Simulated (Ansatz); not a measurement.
# BaLi3Rh4: the cost of one run

Computed with Ansatz 0.2.0 (DFT PBE, scalar-relativistic, plane waves, PAW, unless a step's input says otherwise).

## Step 1: The structure to begin with

Symmetry: Pm-3m, No. 221, cubic system. The conventional cell has a = 5.070 Å, b = 5.070 Å, c = 5.070 Å, α = 90.00°, β = 90.00°, γ = 90.00°. Ba (site symmetry m-3m) is surrounded by 6 Rh at 2.53 Å. Li (site symmetry 4/mmm) has 6 Rh at 2.53 Å as nearest neighbours. Rh (site symmetry m-3m) is surrounded by 6 Li at 2.53 Å. Around Rh (site symmetry 4/mmm) lie 2 Ba at 2.53 Å and 4 Li at 2.53 Å.

Structure file:

```
CELL_PARAMETERS angstrom
5.06987 0.00000 0.00000
0.00000 5.06987 0.00000
0.00000 0.00000 5.06987
ATOMIC_POSITIONS crystal
Ba 0.50000 0.50000 0.50000
Li 0.00000 0.00000 0.50000
Li 0.00000 0.50000 0.00000
Li 0.50000 0.00000 0.00000
Rh 0.00000 0.00000 0.00000
Rh 0.50000 0.50000 0.00000
Rh 0.50000 0.00000 0.50000
Rh 0.00000 0.50000 0.50000
```

The cell is invented: species swapped into a database cell of KNa3H4 (Pm-3m, No. 221), with Ba on the K sites, Li on the Na sites and Rh on the H sites. Its size is a rough estimate.

## Step 2: The guess as it stands, on a coarse mesh

File input.yaml:

```yaml
crystal:
  lattice:
    - [5.06986989, 0.0, 0.0]
    - [0.0, 5.06986989, 0.0]
    - [0.0, 0.0, 5.06986989]
  atoms:
    - { symbol: Ba, position: [0.5, 0.5, 0.5] }
    - { symbol: Li, position: [0.0, 0.0, 0.5] }
    - { symbol: Li, position: [0.0, 0.5, 0.0] }
    - { symbol: Li, position: [0.5, 0.0, 0.0] }
    - { symbol: Rh, position: [0.0, 0.0, 0.0] }
    - { symbol: Rh, position: [0.5, 0.5, 0.0] }
    - { symbol: Rh, position: [0.5, 0.0, 0.5] }
    - { symbol: Rh, position: [0.0, 0.5, 0.5] }
basis:
  ecutwfc: 420
kpoints:
  mp_grid: { grid: [4, 4, 4] }
hamiltonian:
  xc: pbe
scf:
  occupations: { method: gaussian, width: 0.1 }
  lower_state_search: "off"
output:
  forces: true
  stress: true
  eigenvalues: true
```

Started as:

```sh
$ ansatz run input.yaml --threads 1 --pin off --max-ram 2048MiB --backend cpu --events-out ev --progress --plain --runs-dir out
```

What time and memory should one allow on 1 thread of Arm Neoverse V2, shared host?

About 4.2 s, with a peak of 0.38 GiB.
